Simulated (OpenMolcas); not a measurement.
# Ag⁵⁺ among point charges: CASSCF and CASPT2 levels and susceptibility

Aim: the splitting of the states of Ag⁵⁺ in the field of 6 point charges, its lowest levels with spin-orbit coupling and its magnetic susceptibility.

Method: state-averaged CASSCF and CASPT2, spin-orbit coupling by RASSI with atomic mean-field integrals. Code: OpenMolcas 26.06.

### Step 1. What is computed

- Species: Ag⁵⁺ (silver, Z = 47, 42 electrons)
- Basis: ANO-RCC-VTZP [7s6p4d2f1g], 68 functions
- Scalar Hamiltonian: DKH2, point nucleus
- Inactive shells: 1s 2s 2p 3s 3p 3d 4s 4p
- Active space: 6 electrons in 5 orbitals (4d)
- Some configurations of this space: 4d⁶
- Orbitals: optimised for each spin and parity, averaged over all roots

The outer shells:

4d6
```
4d [↑↓][↑ ][↑ ][↑ ][↑ ]
```

The ion sits among 6 point charges of -1.7 e arranged as an octahedron (Oh), 1.98 Å from the ion.

The work runs as a chain of OpenMolcas steps in one folder; each step below is one input file. Labels, J, g values, rates, χT and fits are worked out afterwards by a script from the matrices that RASSI stores. The input lists half of the charges; inversion (Group=XYZ) makes the rest.

### Step 2. Basis and integrals

Contents of a.inp:

```
&GATEWAY
Coord
1

Ag 0.0 0.0 0.0
Basis=ANO-RCC-VTZP
Group=XYZ
NoMove
AngMom=0.0 0.0 0.0
AMFI
XField
3 Angstrom 0
1.980000 0.000000 0.000000 -1.700000
0.000000 1.980000 0.000000 -1.700000
0.000000 0.000000 1.980000 -1.700000
&SEWARD
```

Launch:

```console
> OMP_NUM_THREADS=1 MOLCAS_MEM=1689 MOLCAS_PROJECT=a pymolcas a.inp > a.log
```

### Step 3. Reference wave functions, quintets of even parity, 5 roots

Contents of a.inp:

```
&RASSCF
FileOrb=start.orb
Symmetry=1
Spin=5
nActEl=6 0 0
Inactive=9 9
Ras2=5 0
CIRoot=5 5 1
SDav=5
CIMx=300
Iter=120 100
PrWF=0.3
OrbListing=Nothing
MaxOrb=0
>>> COPY $Project.JobIph JOB001
```

start.orb holds the contracted functions of the basis, ordered by shell, or the orbitals of the step before.

### Step 4. CASSCF: triplets of even parity, 45 roots

Contents of a.inp:

```
&RASSCF
FileOrb=start.orb
Symmetry=1
Spin=3
nActEl=6 0 0
Inactive=9 9
Ras2=5 0
CIRoot=45 45 1
SDav=45
CIMx=300
Iter=120 100
PrWF=0.3
OrbListing=Nothing
MaxOrb=0
>>> COPY $Project.JobIph JOB002
```

### Step 5. Reference wave functions, singlets of even parity, 50 roots

Contents of a.inp:

```
&RASSCF
FileOrb=start.orb
Symmetry=1
Spin=1
nActEl=6 0 0
Inactive=9 9
Ras2=5 0
CIRoot=50 50 1
SDav=50
CIMx=300
Iter=120 100
PrWF=0.3
OrbListing=Nothing
MaxOrb=0
>>> COPY $Project.JobIph JOB003
```

### Step 6. RASSI: spin-orbit coupling between the states

Contents of a.inp:

```
&RASSI
NrOfJobIphs=3 5 45 50
1 2 3 4 5
1 2 3 4 5 6 7 8 9 10 11 12 13 14 15 16 17 18 19 20 21 22 23 24 25 26 27
28 29 30 31 32 33 34 35 36 37 38 39 40 41 42 43 44 45
1 2 3 4 5 6 7 8 9 10 11 12 13 14 15 16 17 18 19 20 21 22 23 24 25 26 27
28 29 30 31 32 33 34 35 36 37 38 39 40 41 42 43 44 45 46 47 48 49 50
IphNames
JOB001
JOB002
JOB003
EJob
SpinOrbit
DIPRint=1.0
SOCoupling=1000.0
Subsets=2
Property=9
'ANGMOM' 1 'ANGMOM' 2 'ANGMOM' 3 'MLTPL  1' 1 'MLTPL  1' 2 'MLTPL  1' 3
'AMFI' 1 'AMFI' 2 'AMFI' 3
SOProperty=3
'ANGMOM' 1 'ANGMOM' 2 'ANGMOM' 3
```

### Step 7. CASPT2: IPEA 0.25, imaginary shift 0.1 (closed shells correlated: 4s 4p)

Contents of a.inp:

```
>>> COPY JOB001 $Project.JobIph
&CASPT2
Multistate=5 1 2 3 4 5
NoMult
Frozen=8 6
IPEA=0.25
Imaginary=0.1
MaxIter=60
WThr=0.0 0.3 0.05
PrWF=0.5
NoMix
>>> COPY JOB002 $Project.JobIph
&CASPT2
Multistate=45 1 2 3 4 5 6 7 8 9 10 11 12 13 14 15 16 17 18 19 20 21 22
23 24 25 26 27 28 29 30 31 32 33 34 35 36 37 38 39 40 41 42 43 44 45
NoMult
Frozen=8 6
IPEA=0.25
Imaginary=0.1
MaxIter=60
WThr=0.0 0.3 0.05
PrWF=0.5
NoMix
>>> COPY JOB003 $Project.JobIph
&CASPT2
Multistate=50 1 2 3 4 5 6 7 8 9 10 11 12 13 14 15 16 17 18 19 20 21 22
23 24 25 26 27 28 29 30 31 32 33 34 35 36 37 38 39 40 41 42 43 44 45 46
47 48 49 50
NoMult
Frozen=8 6
IPEA=0.25
Imaginary=0.1
MaxIter=60
WThr=0.0 0.3 0.05
PrWF=0.5
NoMix
```

(Steps that only read results are left out.)

Before running it: what results should come out? Wanted: spin-free ground state; first state of the same spin within the active space; lowest level; next level.

**Answer**, as computed:

| quantity | value |
| --- | --- |
| method | SS-CASPT2, IPEA 0.25, imaginary shift 0.1 (closed shells correlated: 4s 4p) |
| spin-free ground state | 5T2, 3-fold in its orbital part |
| first state of the same spin within the active space | 5E at 3850 cm⁻¹ |
| lowest level | 3-fold T2 |
| next level | 514.7 cm⁻¹ |
| χT at 300 K | 4.64 cm³ K/mol |
| effective moment at 300 K | 6.09 μB |

Cost by method:

```csv
method,time of its own steps,time with the reference
A. CASSCF,33 s,33 s
"B. SS-CASPT2, IPEA 0.25, imaginary shift 0.1, +4s 4p",18 s,51 s
```

Times are of one thread on a shared host.

What this shows: The spin-free ground state (5T2) comes to 100 % from free-ion D terms and keeps the highest spin of the shell. χT at 300 K is 4.64, against 3.01 cm³ K/mol for the spin alone, so orbital moment adds to it. An active space of the d shell alone favours high spin; real ions in strong fields can be low spin. CASPT2 does not keep the components of a term degenerate, and the means are used. The field of point charges can differ much from that of real complexes. With metal d orbitals alone active, the gaps between spin states are rough; where two lie within a few thousand cm-1, their order is open. Point charges carry no covalency, so the field is a model and not that of real ligands.
